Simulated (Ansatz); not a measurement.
Program: Ansatz.

input.yaml

```yaml
accuracy: low
crystal:
  lattice:
    - [5.388546, 0.0, 0.0]
    - [0.0, 5.388546, 0.0]
    - [0.0, 0.0, 7.802992]
  atoms:
    - { symbol: Hf, position: [0.49459049, -0.00381421, 0.24896576] }
    - { symbol: Hf, position: [-0.00582104, 0.01986072, 0.49098386] }
    - { symbol: V, position: [-0.01176466, 0.25607972, 0.12926145] }
    - { symbol: V, position: [0.00265994, 0.7436466, 0.11240281] }
    - { symbol: V, position: [0.24496707, 0.51920438, 0.37652144] }
    - { symbol: V, position: [0.76745251, 0.48932592, 0.3624759] }
    - { symbol: H, position: [0.15216322, 0.66695064, 0.55514975] }
    - { symbol: H, position: [0.29940959, 0.22571046, 0.07144013] }
    - { symbol: H, position: [0.31202372, 0.33109268, 0.80131285] }
    - { symbol: H, position: [0.14359247, 0.32587936, 0.50083226] }
    - { symbol: H, position: [0.28542383, 0.69526645, 0.15543425] }
    - { symbol: H, position: [0.16945706, 0.71937798, 0.93322502] }
    - { symbol: H, position: [0.1797447, 0.07748214, 0.26245063] }
    - { symbol: Hf, position: [-0.00261969, 0.49589517, 0.75385861] }
    - { symbol: Hf, position: [0.496481, 0.49618622, -0.01054458] }
    - { symbol: V, position: [0.49239222, 0.74385995, 0.62668514] }
    - { symbol: V, position: [0.49556102, 0.24989111, 0.6315021] }
    - { symbol: V, position: [0.7744299, -0.01751381, 0.8672386] }
    - { symbol: V, position: [0.24103765, 0.00667079, 0.87953493] }
    - { symbol: H, position: [0.70073368, 0.17079706, 1.00095083] }
    - { symbol: H, position: [0.8183457, 0.71061898, 0.6145364] }
    - { symbol: H, position: [0.78083837, 0.84794849, 0.33860914] }
    - { symbol: H, position: [0.67545239, 0.82576737, 0.04481382] }
    - { symbol: H, position: [0.89187731, 0.05862182, 0.71324698] }
    - { symbol: H, position: [0.68751961, 0.18935248, 0.48644699] }
    - { symbol: H, position: [0.52179913, 0.36571998, 0.22992948] }
    - { symbol: H, position: [0.65594811, 0.68023159, 0.82030792] }
basis:
  ecutwfc: 420.0
kpoints:
  mp_grid: { grid: [2, 2, 1] }
hamiltonian:
  xc: pbesol
scf:
  occupations: { method: fermi_dirac, width: 0.05 }
  lower_state_search: "off"
  max_iter: 71
md:
  timestep: 0.5
  n_steps: 25
  ensemble: nvt_langevin
  temperature: 1920.0
  initial_velocities: maxwell_boltzmann
  seed: 875921
  friction: 0.05
  pressure: 1.0
```

Run as:

```bash
$ ansatz run input.yaml --threads 1 --pin off --max-ram 3072MiB --backend cpu --events-out ev --progress --plain --runs-dir out
```

Question: What happens when this is run?

Answer: The program refused the input.

```
Error: invalid value for `md.pressure`: only applies to ensemble: npt_langevin — drop it or switch ensemble
```
